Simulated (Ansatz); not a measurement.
# CH5NZn: how energies converge with the basis set

The task here is to estimate one member of a computed series from the others.

The runs use Ansatz 0.2.0, Gaussian basis; one geometry, several basis sets.

Levels to be run: PBE0-D4/def2-SVP; ωB97M-V/def2-SVP; PBE0-D4/def2-QZVPP; ωB97M-V/def2-QZVPP; the functionals' def2-TZVPP values are taken from earlier runs.

## Structure used throughout

The geometry comes from an earlier relaxation with PBE0-D4 in a triple-zeta def2 set; it is a stationary point, not always the lowest conformer.

SMILES `N[CH2][ZnH]`, 8 atoms, charge 0, spin multiplicity 1.

Atoms are counted from 1 here; the program's logs count them from 0.

Bond lengths: N1–C2 1.466 Å, N1–H4 1.011 Å, N1–H5 1.014 Å, C2–Zn3 1.963 Å, C2–H6 1.101 Å, C2–H7 1.097 Å, Zn3–H8 1.546 Å. Angles: C2–N1–H4 111.1°, C2–N1–H5 111.1°, H4–N1–H5 106.3°, N1–C2–Zn3 110.4°, N1–C2–H6 114.5°, N1–C2–H7 108.0°, Zn3–C2–H6 112.2°, Zn3–C2–H7 105.3°, H6–C2–H7 105.8°, C2–Zn3–H8 178.9°.

Geometry (Å):

| atom | x (Å) | y (Å) | z (Å) |
| --- | --- | --- | --- |
| N1 | -0.27406 | 0.60104 | -1.05308 |
| C2 | 0.30840 | 0.35259 | 0.26965 |
| Zn3 | 0.13192 | -1.54266 | 0.74816 |
| H4 | -1.27521 | 0.45937 | -1.04304 |
| H5 | -0.12471 | 1.56091 | -1.34406 |
| H6 | -0.06133 | 1.01887 | 1.06382 |
| H7 | 1.38773 | 0.53551 | 0.20490 |
| H8 | -0.00053 | -3.04274 | 1.09776 |

Set-up of the first run:

in.yaml

```yaml
crystal:
  periodic: [false, false, false]
  atoms:
    - {symbol: N, position_ang: [-0.274059, 0.601040, -1.053083]}
    - {symbol: C, position_ang: [0.308396, 0.352589, 0.269648]}
    - {symbol: Zn, position_ang: [0.131922, -1.542658, 0.748155]}
    - {symbol: H, position_ang: [-1.275210, 0.459374, -1.043044]}
    - {symbol: H, position_ang: [-0.124713, 1.560912, -1.344058]}
    - {symbol: H, position_ang: [-0.061331, 1.018875, 1.063816]}
    - {symbol: H, position_ang: [1.387728, 0.535507, 0.204904]}
    - {symbol: H, position_ang: [-0.000533, -3.042739, 1.097763]}
basis:
  gaussian: {orbitals: def2-SVP}
hamiltonian: {xc: pbe0, dispersion: d4}
output: {orbitals: {seedname: orbitals}}
```

Command:

```
ansatz run in.yaml --threads 2 --pin off --events-out ev --progress --plain --max-ram 4352MiB
```

Among the steps run: PBE0-D4 in def2-SVP; ωB97M-V in def2-SVP; PBE0-D4 in def2-QZVPP; ωB97M-V in def2-QZVPP.

One of the session's tables, all rows but one given; the rest of the session is left out.

| functional | basis | HOMO (eV) | LUMO (eV) |
| --- | --- | --- | --- |
| PBE0-D4 | def2-SVP | -6.03 | 0.79 |
| PBE0-D4 | def2-TZVPP | -6.37 | -0.44 |
| PBE0-D4 | def2-QZVPP | ? | ? |
| ωB97M-V | def2-SVP | -8.34 | 2.10 |
| ωB97M-V | def2-TZVPP | -8.68 | 0.89 |
| ωB97M-V | def2-QZVPP | -8.73 | 0.58 |

Estimate the missing values for PBE0-D4, def2-QZVPP.

As computed: HOMO (eV): -6.42; LUMO (eV): -0.53. In the column «HOMO (eV)» it lies between ωB97M-V, def2-SVP (-8.34) and PBE0-D4, def2-TZVPP (-6.37).
